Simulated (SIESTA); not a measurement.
Runs of SIESTA 5.4.2 on Ta4O. Symmetry: P4/mmm, No. 123, tetragonal system. Conventional cell: a = 3.257 Å, b = 3.257 Å, c = 7.409 Å, α = 90.00°, β = 90.00°, γ = 90.00°. Around Ta (site symmetry 4/mmm) lie 8 Ta at 2.81 Å. Ta (site symmetry 4mm) is surrounded by 1 O at 2.10 Å. Around Ta (site symmetry 4/mmm) lie 4 O at 2.30 Å. O (site symmetry 4/mmm) has 6 Ta at 2.10 to 2.30 Å as nearest neighbours. The cell comes from a database or a generator and needn't be the stable form of this composition.

```csv
potentials or basis,gap on the mesh (eV),pressure (GPa),largest force (eV/Å)
"PseudoDojo 0.4 standard (PBEsol files), SZP (energy shift 0.003 Ry)",none,-6.0,0.25
"PseudoDojo 0.4 standard (PBEsol files), DZ (energy shift 0.003 Ry; two zetas on semicore shells)",none,-6.5,0.50
"PseudoDojo 0.4 standard (PBEsol files), TZDP (energy shift 0.003 Ry; two zetas on semicore shells)",none,-7.0,0.09
"PseudoDojo 0.4 standard (PBEsol files), TZP (energy shift 0.003 Ry; two zetas on semicore shells)",none,-7.0,0.12
"PseudoDojo 0.4 standard (PBEsol files), DZP (energy shift 0.003 Ry; two zetas on semicore shells)",none,(b),(a)
```

Alike in all rows: task band structure; level PBEsol; no spin polarisation; cell as given; k mesh 8 × 8 × 4; smearing fermi-dirac 0.05 eV; grid cutoff 800 Ry; energy shift 0.003 Ry.

Estimate the missing entries.

(a) 0.23; (b) -6.2.

Caveats: short orbitals over semicore shells can move pressures by several GPa; spin-orbit coupling is left out, which moves the levels of the heavy elements; the basis of atomic orbitals isn't converged, which shifts pressures, moduli and gaps; the basis has no polarisation orbitals (some runs).

A k mesh can miss the band edges, and the runs leave out spin-orbit coupling on Ta.

A gap of «none» marks a metal or a gap under the smearing width.
